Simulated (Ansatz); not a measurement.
# BH₄N₂Si+: an energy map over angle N2–Si3–N4 and change of the bonds Si3–N2, Si3–N4, all alike

How does the energy of BH4N2Si, SMILES BN=[Si+]N, charge +1 change over two coordinates at once? A grid of runs gives the map.

The runs use Ansatz 0.2.0; RKS PBE0-D4/def2-SVP.

**1. The system as given**

SMILES `BN=[Si+]N`, 8 atoms, charge 1, spin multiplicity 1.

Atoms are counted from 1 here; the program's logs count them from 0.

Bond lengths: B1–N2 1.359 Å, B1–H5 1.220 Å, B1–H6 1.241 Å, N2–Si3 1.649 Å, Si3–N4 1.673 Å, N4–H7 1.026 Å, N4–H8 1.029 Å. Angles: N2–B1–H5 130.2°, N2–B1–H6 112.8°, H5–B1–H6 117.0°, B1–N2–Si3 154.8°, N2–Si3–N4 124.1°, Si3–N4–H7 122.1°, Si3–N4–H8 124.0°, H7–N4–H8 113.9°.

Geometry (Å):

```xyz
8
BH4N2Si
B    -1.42682    1.53305   -0.12929
N    -0.47534    0.56853   -0.02365
Si    0.87750   -0.12967    0.60906
N     1.48243   -1.61108    0.12209
H    -1.55502    2.58254    0.47944
H    -2.28869    1.26647   -0.98165
H     2.32868   -2.01779    0.53670
H     1.05726   -2.19206   -0.61270
```

This geometry comes from a loose relaxation at PBE in a small basis, which is not shown.

**3. Plan of the scan**

First coordinate, angle N2–Si3–N4: 11 values from 87.1 to 177.1 °. Second coordinate, change of the bonds Si3–N2, Si3–N4, all alike: 11 values from −0.179 to 0.277 Å.

Nothing else is relaxed (all other coordinates rigid). Energies count from the relaxed molecule at the same level. Points are written as (first, second).

(The set-up runs are not shown.)

**4. Grid point (132.1°, 0.003 Å)**

File input.yaml:

```yaml
crystal:
  periodic: [false, false, false]
  atoms:
    - { symbol: B, position_ang: [-1.461045, 1.55586, -0.137211] }
    - { symbol: "N", position_ang: [-0.53192, 0.545644, -0.063446] }
    - { symbol: Si, position_ang: [0.784096, -0.184235, 0.50632] }
    - { symbol: "N", position_ang: [1.505845, -1.623104, 0.128547] }
    - { symbol: H, position_ang: [-1.469039, 2.565075, 0.527101] }
    - { symbol: H, position_ang: [-2.331628, 1.352793, -0.970345] }
    - { symbol: H, position_ang: [2.352973, -1.95496, 0.587611] }
    - { symbol: H, position_ang: [1.144918, -2.259362, -0.584737] }
total_charge: 1
basis:
  gaussian: { orbitals: def2-SVP }
hamiltonian:
  xc: pbe0
  dispersion: d4
output:
  forces: true
```

Started as:

```console
$ ansatz run input.yaml --threads 1 --pin off --max-ram 2560MiB --backend cpu --events-out ev --progress --plain --runs-dir out
```

Further runs follow: the other points that were computed.

What does the calculation give? Wanted: lowest point; highest computed point; largest force on an atom.

As calculated:

| quantity | value |
| --- | --- |
| lowest point | (132.1°, 0.003 Å), 0.03 kJ/mol |
| highest computed point | (87.1°, −0.179 Å), 423 kJ/mol above the lowest |
| largest force on an atom (eV/Å) | 0.1 at (132.1°, 0.003 Å) to 18.8 at (87.1°, −0.179 Å); 0.1 at the lowest point |
| time for the whole task | 17 min on 1 thread, shared host |

**Reading.** The lowest computed point is at (132.1°, 0.003 Å), 0.03 kJ/mol from the relaxed molecule at the same level. The grid is coarse, so the lowest point of the scanned range may lie between grid points; coordinates that were held can hide deeper minima. No other kind of well shows on this grid. The highest computed point, (87.1°, −0.179 Å), lies 423 kJ/mol above the lowest. Round the minimum the valley is somewhat tilted: raising angle N2–Si3–N4 shifts the best value of the second coordinate downwards (coupling k₁₂/√(k₁₁k₂₂) about 0.4).
